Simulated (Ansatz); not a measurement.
**Sc3Al: further runs on the relaxed cell**

One table from this session's results is given with a row withheld; the runs are named, their logs left out.

Program: Ansatz 0.2.0. Level of theory: DFT r2SCAN, scalar-relativistic, plane waves, PAW. These are calculated values, not measurements.

## Starting point

The structure is hexagonal, space group P6_3/mmc (No. 194). The conventional cell has a = 6.301 Å, b = 6.301 Å, c = 5.075 Å, α = 90.00°, β = 90.00°, γ = 120.00°. Around Sc (site symmetry mm2) lie 8 Sc at 3.06 to 3.24 Å and 4 Al at 3.09 to 3.15 Å. Around Al (site symmetry -6m2) lie 12 Sc at 3.09 to 3.15 Å.

Coordinates:

```
Sc Al
1.0
     6.30099    0.00000    0.00000
    -3.15049    5.45682    0.00000
     0.00000    0.00000    5.07495
Sc Al
6 2
Cartesian
  4.6819 0.9348 3.8062
  1.6191 0.9348 3.8062
  3.1505 3.5873 3.8062
  -1.5314 4.5220 1.2687
  1.5314 4.5220 1.2687
  0.0000 1.8695 1.2687
  3.1505 1.8189 1.2687
  0.0000 3.6379 3.8062
```

It goes back to an entry of the Materials Project, which need not be the stable form.

It is the result of an earlier relaxation at this level (volume 21.81 Å³/atom; gap on the mesh: none (metal), site moments up to 0.4 μB).

The first run:

input.yaml reads:

```yaml
crystal:
  lattice:
    - [6.2373375187, 0.0, 0.0]
    - [-3.1186687593, 5.4016927432, 0.0]
    - [0.0, 0.0, 5.0236849951]
  atoms:
    - { symbol: Sc, position: [0.8286974315, 0.1713025685, 0.75], spin: 0.41 }
    - { symbol: Sc, position: [0.3426051371, 0.1713025685, 0.75], spin: 0.41 }
    - { symbol: Sc, position: [0.8286974315, 0.6573948629, 0.75], spin: 0.41 }
    - { symbol: Sc, position: [0.1713025685, 0.8286974315, 0.25], spin: 0.41 }
    - { symbol: Sc, position: [0.6573948629, 0.8286974315, 0.25], spin: 0.41 }
    - { symbol: Sc, position: [0.1713025685, 0.3426051371, 0.25], spin: 0.41 }
    - { symbol: Al, position: [0.6666666667, 0.3333333333, 0.25] }
    - { symbol: Al, position: [0.3333333333, 0.6666666667, 0.75] }
basis:
  ecutwfc: 500
kpoints:
  mp_grid: { grid: [6, 6, 8] }
hamiltonian:
  xc: r2scan
scf:
  occupations: { method: gaussian, width: 0.1 }
output:
  forces: true
  stress: true
  eigenvalues: true
  populations: true
magnetization:
  spin_polarized: true
relax:
  adjacent_minimum: "off"
  f_tol: 0.01
  max_steps: 30
  cell: { stress_tol: 0.1, fix: [volume] }
```

Launch:

```
$ ansatz run input.yaml --threads 2 --pin off --max-ram 5120MiB --backend cpu --events-out ev --progress --plain --runs-dir out
```

Among the steps run: Volume × 0.97; Point at V/V0 = 1.03; The cell scaled to 0.94 of its volume; The cell scaled to 1.06 of its volume; Point at V/V0 = 0.91; Volume × 1.10; Point at V/V0 = 0.88.

One table of the session follows, with a row left open; its other results are not shown here.

It belongs to the step «Equation of state». 

```
volume (Å³/atom)  energy above the lowest point (meV/atom)  pressure (GPa)  largest moment (μB)
          19.194                                      80.8           10.87                 0.31
          19.849                                      43.3            7.60                 0.33
          20.503                                      18.3            4.72                 0.34
          21.157                                       4.3            2.20                 0.36
          21.812                                       0.0            0.00                 0.37
          22.466                                       4.0           -1.92                 0.39
          23.120                                         ?               ?                    ?
          23.993                                      40.2           -5.51                 0.41
```

Q: Estimate the row for volume (Å³/atom) = 23.120 from the others.

Worked estimate for «energy above the lowest point (meV/atom)». A straight line through the neighbours (22.466, 4.0) and (23.993, 40.2) gives 4.0 + (40.2 − 4.0) × (23.120 − 22.466) / (23.993 − 22.466) = 19.5; a parabola fitted to 3 rows on both sides gives 14.9.

As computed: energy above the lowest point (meV/atom): 15.3; pressure (GPa): -3.59; largest moment (μB): 0.40. In «energy above the lowest point (meV/atom)» the line misses by +4.2 and the parabola by -0.4.

Limits of these values: The magnetic state reached may not be the lowest one.
